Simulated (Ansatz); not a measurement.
# C2H7FO3Si: rotation by 180° about the Si4–C6 bond, part 2 of 2

Wanted: the energy profile along the rotation by 180° about the Si4–C6 bond, from relaxed end points and a band of images. SMILES of the start: OCO[SiH](O)CF.

Ansatz 0.2.0; RKS B3LYP-D4/def2-SVP.

## 6. Nudged elastic band

crystal.atoms is end A as relaxed above, and neb.final_atoms is end B, turned to lie on A. With 5 inner images the band has 7 in all.

File input.yaml:

```yaml
crystal:
  periodic: [false, false, false]
  atoms:
    - { symbol: O, position_ang: [0.282263, -1.932428, 1.03916] }
    - { symbol: C, position_ang: [1.287405, -1.472014, 0.180482] }
    - { symbol: O, position_ang: [0.828584, -0.494518, -0.712108] }
    - { symbol: Si, position_ang: [0.257352, 1.015855, -0.250643] }
    - { symbol: O, position_ang: [0.330103, 2.038769, -1.547541] }
    - { symbol: C, position_ang: [-1.51719, 0.762963, 0.360348] }
    - { symbol: F, position_ang: [-2.123887, 1.979851, 0.655506] }
    - { symbol: H, position_ang: [-0.357764, -2.432207, 0.512601] }
    - { symbol: H, position_ang: [2.078447, -1.068389, 0.837774] }
    - { symbol: H, position_ang: [1.711549, -2.289659, -0.430617] }
    - { symbol: H, position_ang: [1.13039, 1.601573, 0.796056] }
    - { symbol: H, position_ang: [-0.289701, 1.904795, -2.273614] }
    - { symbol: H, position_ang: [-2.122182, 0.232164, -0.400857] }
    - { symbol: H, position_ang: [-1.50827, 0.123846, 1.262254] }
basis:
  gaussian: { orbitals: def2-SVP }
hamiltonian:
  xc: b3lyp
  dispersion: d4
neb:
  order_check: false
  images: 5
  f_tol: 0.05
  max_iterations: 60
  initial_path: idpp
  final_atoms:
    - { symbol: O, position_ang: [0.22784155, -1.73963211, 0.97272576] }
    - { symbol: C, position_ang: [1.23101141, -1.48342618, 0.04501585] }
    - { symbol: O, position_ang: [1.07576892, -0.24942081, -0.6174417] }
    - { symbol: Si, position_ang: [0.28200521, 1.12674912, -0.12391583] }
    - { symbol: O, position_ang: [0.22159305, 2.12148554, -1.44770095] }
    - { symbol: C, position_ang: [-1.46169595, 0.67056418, 0.49555482] }
    - { symbol: F, position_ang: [-1.94064538, -0.4662244, -0.18847784] }
    - { symbol: H, position_ang: [-0.61954617, -1.7846844, 0.49915894] }
    - { symbol: H, position_ang: [2.18259024, -1.48696213, 0.60452885] }
    - { symbol: H, position_ang: [1.27897066, -2.2569115, -0.74546449] }
    - { symbol: H, position_ang: [0.97179988, 1.89516897, 0.94424104] }
    - { symbol: H, position_ang: [0.16715856, 1.69318024, -2.31060692] }
    - { symbol: H, position_ang: [-1.45022083, 0.43846081, 1.57423607] }
    - { symbol: H, position_ang: [-2.17953215, 1.49225367, 0.32694741] }
```

Launch:

```sh
$ ansatz run input.yaml --threads 2 --pin off --max-ram 3072MiB --backend cpu --events-out ev --progress --plain --runs-dir out
```

The log of the run, shortened:

```text
Warning: RAYON_NUM_THREADS=2 ignored (pool sized by the plan → 2); use --threads N
[...]
Functional definition: B3LYP
[...]
1443 factors; integrals over basis functions are off by at most 3.6e-4 eV
[...]
mean field -18914.99966628 eV, -695.1134166886 hartree, gradient 1.5e-5 eV, S^2 0.000000; 0 other end points of the search recorded, 0 dependent functions left out
[...]
reference -18914.99991420 eV, -695.1134257994 hartree; 33, 33 occupied and 104, 104 virtual orbitals, 1443 factors
1443 factors; integrals over basis functions are off by at most 4.8e-4 eV
[...]
mean field -18915.10695195 eV, -695.1173593642 hartree, gradient 7.8e-5 eV, S^2 0.000000; 0 other end points of the search recorded, 0 dependent functions left out
[...]
reference -18915.10720491 eV, -695.1173686602 hartree; 33, 33 occupied and 104, 104 virtual orbitals, 1443 factors
[...]
Atom 4 at     0.341198     2.103011    -1.417179 Å, force    -0.029186    -0.021309     0.012188 eV/Å
Atom 5 at    -1.503522     0.723979     0.363225 Å, force    -0.016061     0.001948    -0.028272 eV/Å
Atom 6 at    -2.160572     1.947923     0.492061 Å, force     0.003574     0.000221     0.000341 eV/Å
Atom 7 at    -0.363660    -2.421397     0.406282 Å, force     0.001977    -0.000311    -0.001691 eV/Å
Atom 8 at     2.123807    -1.154170     0.736857 Å, force    -0.002206     0.001579     0.001186 eV/Å
Atom 9 at     1.689334    -2.312207    -0.569310 Å, force     0.001673     0.000749    -0.000171 eV/Å
Atom 10 at     1.168350     1.461532     0.905722 Å, force     0.007831     0.000411    -0.000641 eV/Å
Atom 11 at    -0.484076     2.276648    -1.884846 Å, force     0.007822     0.010630    -0.002146 eV/Å
Atom 12 at    -2.044052     0.106457    -0.380382 Å, force    -0.003778    -0.000926     0.004407 eV/Å
Atom 13 at    -1.543067     0.178433     1.322808 Å, force     0.007390    -0.000257     0.002132 eV/Å
Dipole moment:    -0.151162    -0.492581    -0.167050 e Å
this run last wrote the band of iteration 9 to <dir>
```

Run time: 3.2 min. Hardware: 2 threads of Arm Neoverse V2, shared host; peak memory 0.39 GiB.

## 7. What the band shows

The 5 inner images lie between the fixed ends 0 and 6. Energy is taken from image 0, and the path length is the program's own coordinate along the band.

| image | path (Å) | energy (eV) | dihedral O5–Si4–C6–F7 (°) | band force (eV/Å) |
| --- | --- | --- | --- | --- |
| 0 | 0.000 | 0.0000 | -55 | - |
| 1* | 0.574 | 0.0033 | -45 | 0.036 |
| 2 | 1.677 | -0.0061 | -14 | 0.032 |
| 3 | 2.780 | -0.0186 | 20 | 0.012 |
| 4 | 3.883 | -0.0359 | 48 | 0.036 |
| 5 | 4.986 | -0.0779 | 70 | 0.018 |
| 6 | 6.089 | -0.1319 | 87 | - |

The star marks the climbing image.

image, energy (eV) and a bar:
```
        0      0.000 #############################
        1      0.003 ##############################
        2     -0.006 ############################
        3     -0.019 #########################
        4     -0.036 #####################
        5     -0.078 ############
        6     -0.132
```

The top of the band by iteration:

| iteration | highest image above image 0 (eV) | largest band force (eV/Å) |
| --- | --- | --- |
| 1 | 0.5590 | 2.143 |
| 2 | 0.1111 | 0.909 |
| 3 | 0.0790 | 0.409 |
| 4 | 0.0525 | 0.281 |
| 5 | 0.0298 | 0.337 |
| 6 | 0.0086 | 0.690 |
| 7 | 0.0059 | 0.154 |
| 8 | 0.0036 | 0.127 |
| 9 | 0.0033 | 0.036 |

Positions of all images (Å):

```xyz
14
image=0 dE=0.0000
O     0.282   -1.932    1.039
C     1.287   -1.472    0.180
O     0.829   -0.495   -0.712
Si    0.257    1.016   -0.251
O     0.330    2.039   -1.548
C    -1.517    0.763    0.360
F    -2.124    1.980    0.656
H    -0.358   -2.432    0.513
H     2.078   -1.068    0.838
H     1.712   -2.290   -0.431
H     1.130    1.602    0.796
H    -0.290    1.905   -2.274
H    -2.122    0.232   -0.401
H    -1.508    0.124    1.262
14
image=1 dE=0.0033
O     0.296   -1.953    0.937
C     1.308   -1.502    0.078
O     0.871   -0.475   -0.768
Si    0.289    0.991   -0.194
O     0.341    2.103   -1.417
C    -1.504    0.724    0.363
F    -2.161    1.948    0.492
H    -0.364   -2.421    0.406
H     2.124   -1.154    0.737
H     1.689   -2.312   -0.569
H     1.168    1.462    0.906
H    -0.484    2.277   -1.885
H    -2.044    0.106   -0.380
H    -1.543    0.178    1.323
14
image=2 dE=-0.0061
O     0.345   -2.020    0.774
C     1.331   -1.534   -0.097
O     0.880   -0.437   -0.841
Si    0.315    0.952   -0.093
O     0.320    2.187   -1.191
C    -1.515    0.734    0.408
F    -2.230    1.857   -0.038
H    -0.338   -2.454    0.244
H     2.184   -1.255    0.547
H     1.661   -2.302   -0.819
H     1.212    1.242    1.057
H    -0.571    2.531   -1.354
H    -1.949   -0.163   -0.068
H    -1.656    0.633    1.498
14
image=3 dE=-0.0186
O     0.353   -2.171    0.498
C     1.316   -1.528   -0.291
O     0.832   -0.345   -0.865
Si    0.312    0.956    0.054
O     0.353    2.327   -0.868
C    -1.518    0.755    0.555
F    -2.289    1.508   -0.346
H    -0.332   -2.518   -0.091
H     2.166   -1.322    0.386
H     1.666   -2.169   -1.121
H     1.218    1.078    1.225
H    -0.524    2.573   -1.195
H    -1.848   -0.297    0.511
H    -1.716    1.124    1.577
14
image=4 dE=-0.0359
O     0.214   -2.199    0.164
C     1.247   -1.489   -0.458
O     0.858   -0.200   -0.847
Si    0.340    0.994    0.207
O     0.367    2.442   -0.592
C    -1.454    0.669    0.728
F    -2.256    0.910   -0.401
H    -0.478   -2.355   -0.494
H     2.070   -1.449    0.279
H     1.608   -2.000   -1.369
H     1.265    1.069    1.366
H    -0.399    2.604   -1.157
H    -1.611   -0.370    1.063
H    -1.783    1.345    1.539
14
image=5 dE=-0.0779
O     0.034   -2.081   -0.083
C     1.153   -1.438   -0.617
O     0.955   -0.061   -0.801
Si    0.383    1.020    0.338
O     0.394    2.524   -0.351
C    -1.377    0.515    0.835
F    -2.111    0.276   -0.338
H    -0.708   -1.944   -0.690
H     1.977   -1.624    0.096
H     1.438   -1.849   -1.604
H     1.266    1.089    1.531
H    -0.152    2.650   -1.137
H    -1.376   -0.410    1.434
H    -1.890    1.304    1.416
14
image=6 dE=-0.1319
O     0.336   -1.869    0.646
C     1.271   -1.422   -0.280
O     1.041   -0.100   -0.712
Si    0.243    1.142    0.055
O     0.072    2.343   -1.072
C    -1.445    0.522    0.687
F    -1.935   -0.500   -0.153
H    -0.538   -1.865    0.221
H     2.256   -1.484    0.214
H     1.290   -2.048   -1.193
H     0.977    1.743    1.198
H    -0.025    2.066   -1.991
H    -1.360    0.111    1.707
H    -2.195    1.333    0.703
```

## 8. Frequencies at the highest image

The geometry is the highest inner image of the first converged band.

File input.yaml:

```yaml
crystal:
  periodic: [false, false, false]
  atoms:
    - { symbol: O, position_ang: [0.296254, -1.953171, 0.937258] }
    - { symbol: C, position_ang: [1.307625, -1.501953, 0.078183] }
    - { symbol: O, position_ang: [0.870857, -0.475302, -0.767954] }
    - { symbol: Si, position_ang: [0.288623, 0.990818, -0.193925] }
    - { symbol: O, position_ang: [0.341198, 2.103011, -1.417179] }
    - { symbol: C, position_ang: [-1.503522, 0.723979, 0.363225] }
    - { symbol: F, position_ang: [-2.160572, 1.947923, 0.492061] }
    - { symbol: H, position_ang: [-0.36366, -2.421397, 0.406282] }
    - { symbol: H, position_ang: [2.123807, -1.15417, 0.736857] }
    - { symbol: H, position_ang: [1.689334, -2.312207, -0.56931] }
    - { symbol: H, position_ang: [1.16835, 1.461532, 0.905722] }
    - { symbol: H, position_ang: [-0.484076, 2.276648, -1.884846] }
    - { symbol: H, position_ang: [-2.044052, 0.106457, -0.380382] }
    - { symbol: H, position_ang: [-1.543067, 0.178433, 1.322808] }
basis:
  gaussian: { orbitals: def2-SVP }
hamiltonian:
  xc: b3lyp
  dispersion: d4
phonons: {}
```

Launch:

```sh
$ ansatz run input.yaml --threads 2 --pin off --max-ram 3072MiB --backend cpu --events-out ev --progress --plain --runs-dir out
```

The log of the run, shortened:

```text
Warning: RAYON_NUM_THREADS=2 ignored (pool sized by the plan → 2); use --threads N
[...]
[... 1 set-up line as earlier in the session ...]
[...]
1443 factors; integrals over basis functions are off by at most 3.5e-4 eV
[...]
mean field -18914.99338918 eV, -695.1131860093 hartree, gradient 1.7e-5 eV, S^2 0.000000; 0 other end points of the search recorded, 0 dependent functions left out
[...]
reference -18914.99363598 eV, -695.1131950790 hartree; 33, 33 occupied and 104, 104 virtual orbitals, 1443 factors
[...]
1443 factors; integrals over basis functions are off by at most 3.5e-4 eV
mean field -18914.99327523 eV, -695.1131818219 hartree, gradient 9.9e-7 eV, S^2 0.000000; 0 other end points of the search recorded, 0 dependent functions left out
[...]
reference -18914.99352207 eV, -695.1131908929 hartree; 33, 33 occupied and 104, 104 virtual orbitals, 1443 factors
[...]
1443 factors; integrals over basis functions are off by at most 3.5e-4 eV
[...]
WARN: phonons: modes at or below zero, which the zero-point energy, F, S and C_V leave out: 1, the lowest at -100.03 cm⁻¹. A minimum has none, and a first-order saddle one
[...]
Atom 6 at    -2.160572     1.947923     0.492061 Å, force     0.003556     0.000256     0.000328 eV/Å
Atom 7 at    -0.363660    -2.421397     0.406282 Å, force     0.002002    -0.000325    -0.001731 eV/Å
Atom 8 at     2.123807    -1.154170     0.736857 Å, force    -0.002180     0.001595     0.001186 eV/Å
Atom 9 at     1.689334    -2.312207    -0.569310 Å, force     0.001691     0.000756    -0.000175 eV/Å
Atom 10 at     1.168350     1.461532     0.905722 Å, force     0.007818     0.000339    -0.000604 eV/Å
Atom 11 at    -0.484076     2.276648    -1.884846 Å, force     0.007826     0.010651    -0.002157 eV/Å
Atom 12 at    -2.044052     0.106457    -0.380382 Å, force    -0.003807    -0.000952     0.004440 eV/Å
Atom 13 at    -1.543067     0.178433     1.322808 Å, force     0.007415    -0.000265     0.002110 eV/Å
Dipole moment:    -0.151164    -0.492580    -0.167051 e Å
Vibrations: -100.03 43.03 75.97 104.47 165.30 182.72 228.16 323.65 333.22 408.46 596.13 667.25 704.93 760.61 823.35 866.15 890.91 950.27 1044.38 1056.28 1082.66 1141.05 1228.94 1269.45 1309.10 1378.10 1440.15 1455.56 1508.81 2255.96 3009.80 3014.26 3067.67 3076.15 3796.28 3877.87 cm⁻¹, [...]
```

It took 3.6 min on 2 threads of Arm Neoverse V2, shared host; peak memory 0.39 GiB.

Of 36 modes, 1 is imaginary by more than 30 cm⁻¹ (100i cm⁻¹).

## 9. Summary of results

This closing draws on all 2 parts.

```
                    quantity                     value
                       end A  14 moves, 0.383 eV lower
                       end B  17 moves, 0.777 eV lower
            barrier forwards                  0.003 eV
           barrier backwards                  0.135 eV
second end relative to first                 -0.132 eV
               highest image     1 of 0 to 6, climbing
             band iterations                         9
  imaginary modes at the top                 100i cm⁻¹
```

The top lies 0.003 eV above the first end, or 0.1 kT at room temperature. Going back costs 0.14 eV, since the second end is 0.13 eV below the first. One side of the top is under 10 meV high, within the band's own error, so that end is barely a minimum along this path. The listed dihedral goes from -55° at end A through -45° at the highest image to 87° at end B; the relaxed ends differ by 142° in it rather than the 180° set up, and other torsions can move along the band as well. The top lies far from the middle of that turn, so other motions may share in it and the barrier need not be this torsion's alone. One imaginary mode, as a first-order saddle point has. These are electronic energies, with no zero-point or thermal terms.
